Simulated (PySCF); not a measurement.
# [Pb(SH)3]+: other functionals and bases at one geometry

Aim: see how levels, charges and forces of [Pb(SH)3]+ depend on the level of theory. The structure is generated, not taken from experiment.

Program: PySCF 2.14.0. Level of theory: several levels, as the steps say, no spin–orbit coupling. These are calculated values, not measurements.

1 further run of the same task is left out (for a known fault of the program).

## (1) Starting geometry

7 atoms, charge 1, spin multiplicity 1.

Bond lengths: Pb1–S2 2.444 Å, Pb1–S4 2.444 Å, Pb1–S6 2.444 Å, S2–H3 1.357 Å, S4–H5 1.357 Å, S6–H7 1.357 Å. Angles: S2–Pb1–S4 120.0°, S2–Pb1–S6 120.0°, S4–Pb1–S6 120.0°, Pb1–S2–H3 93.1°, Pb1–S4–H5 93.1°, Pb1–S6–H7 93.1°.

Coordinates:

```xyz
7
H3PbS3
Pb    0.0000    0.0000    0.4878
S     2.3865    0.5263    0.4860
H     2.7506   -0.7811    0.4870
S    -1.6490    1.8036    0.4860
H    -0.6989    2.7726    0.4870
S    -0.7375   -2.3299    0.4860
H    -2.0517   -1.9915    0.4870
```

Formal oxidation states: Pb +4. An earlier session relaxed this geometry at PBE0, Pb def2-SVP with ECP60, S def2-SVP, H def2-SVP (singlet, point group C3h).

At PBE0 on the finer grid: E = -1388.220911 Eh, HOMO -12.70 eV, LUMO -8.75 eV, Mulliken charge on Pb1 +0.73 e, largest force component 0.006 eV/Å. 

Levels to run: r2SCAN; wB97X; PBE0, TZVP. Hardware: 2 threads of Arm Neoverse V1, shared host.

## (2) r2SCAN

The input, run.py (the lines that set the calculation):

```python
mol = gto.M(atom='''
Pb     0.00000     0.00000     0.48779
S      2.38651     0.52627     0.48604
H      2.75059    -0.78108     0.48700
S     -1.64902     1.80364     0.48604
H     -0.69886     2.77262     0.48700
S     -0.73749    -2.32991     0.48604
H     -2.05173    -1.99154     0.48700''',
    basis={'Pb': 'def2-SVP', 'S': 'def2-SVP', 'H': 'def2-SVP'},
    ecp={'Pb': 'def2-SVP'},
    charge=1, spin=0)
mf = dft.RKS(mol, xc='R2SCAN')
mf.grids.atom_grid = (75, 302)
mf = mf.density_fit()  # fitting sets: Pb def2-universal-JKFIT, S def2-universal-JKFIT, H def2-universal-JKFIT
mf.conv_tol = 1e-08; mf.max_cycle = 55
mf.kernel(dm0)  # dm0: the density of the relaxed state
```

Run with:

```
$ OMP_NUM_THREADS=2 python run.py
```

## (3) wB97X

Edit run.py (the lines that set the calculation) of step 2 so:

```diff
@@ -11,3 +11,3 @@
     charge=1, spin=0)
-mf = dft.RKS(mol, xc='R2SCAN')
+mf = dft.RKS(mol, xc='WB97X')
 mf.grids.atom_grid = (75, 302)
```

## (4) PBE0, TZVP

Basis: Pb def2-TZVP with ECP60, S def2-TZVP, H def2-TZVP. 

Edit run.py (the lines that set the calculation) of step 3 so:

```diff
@@ -8,6 +8,6 @@
 H     -2.05173    -1.99154     0.48700''',
-    basis={'Pb': 'def2-SVP', 'S': 'def2-SVP', 'H': 'def2-SVP'},
-    ecp={'Pb': 'def2-SVP'},
+    basis={'Pb': 'def2-TZVP', 'S': 'def2-TZVP', 'H': 'def2-TZVP'},
+    ecp={'Pb': 'def2-TZVP'},
     charge=1, spin=0)
-mf = dft.RKS(mol, xc='WB97X')
+mf = dft.RKS(mol, xc='PBE0')
 mf.grids.atom_grid = (75, 302)
@@ -15,2 +15,2 @@
 mf.conv_tol = 1e-08; mf.max_cycle = 55
-mf.kernel(dm0)  # dm0: the density of the relaxed state
+mf.kernel(dm0)  # dm0: free metal ions and neutral atoms
```

What does the calculation give? Wanted: for each run, HOMO; gap; charge on Pb1; dipole; largest force.

The runs gave:

| level | state | HOMO (eV) | gap (eV) | charge on Pb1 (e) | dipole (D) | largest force (eV/Å) | basis functions | time |
| --- | --- | --- | --- | --- | --- | --- | --- | --- |
| PBE0 (relaxed here) | singlet | -12.70 | 3.95 | 0.73 | 0.00 | 0.01 | 95 | 11 s |
| r2SCAN | singlet | -11.80 | 2.33 | 0.74 | 0.00 | 0.19 | 95 | 5.9 s |
| wB97X | singlet | -15.06 | 8.18 | 0.75 | 0.00 | 0.35 | 95 | 5.9 s |
| PBE0, TZVP | singlet | -12.69 | 3.99 | 0.84 | 0.00 | 0.40 | 179 | 13 s |

Times are on 2 threads of Arm Neoverse V1, shared host; the first row also made further properties. The dipole of a charged species depends on the origin, so these sizes hold for this origin alone.

In one basis the HOMO–LUMO gap runs from 2.33 eV (r2SCAN) to 8.18 eV (wB97X). The largest leftover force, 0.40 eV/Å with PBE0, TZVP, stands at a geometry relaxed at another level. The Mulliken charge on Pb spans +0.73 to +0.84 e over the levels. Total energies of different levels can't be compared. Spin–orbit coupling is left out throughout.
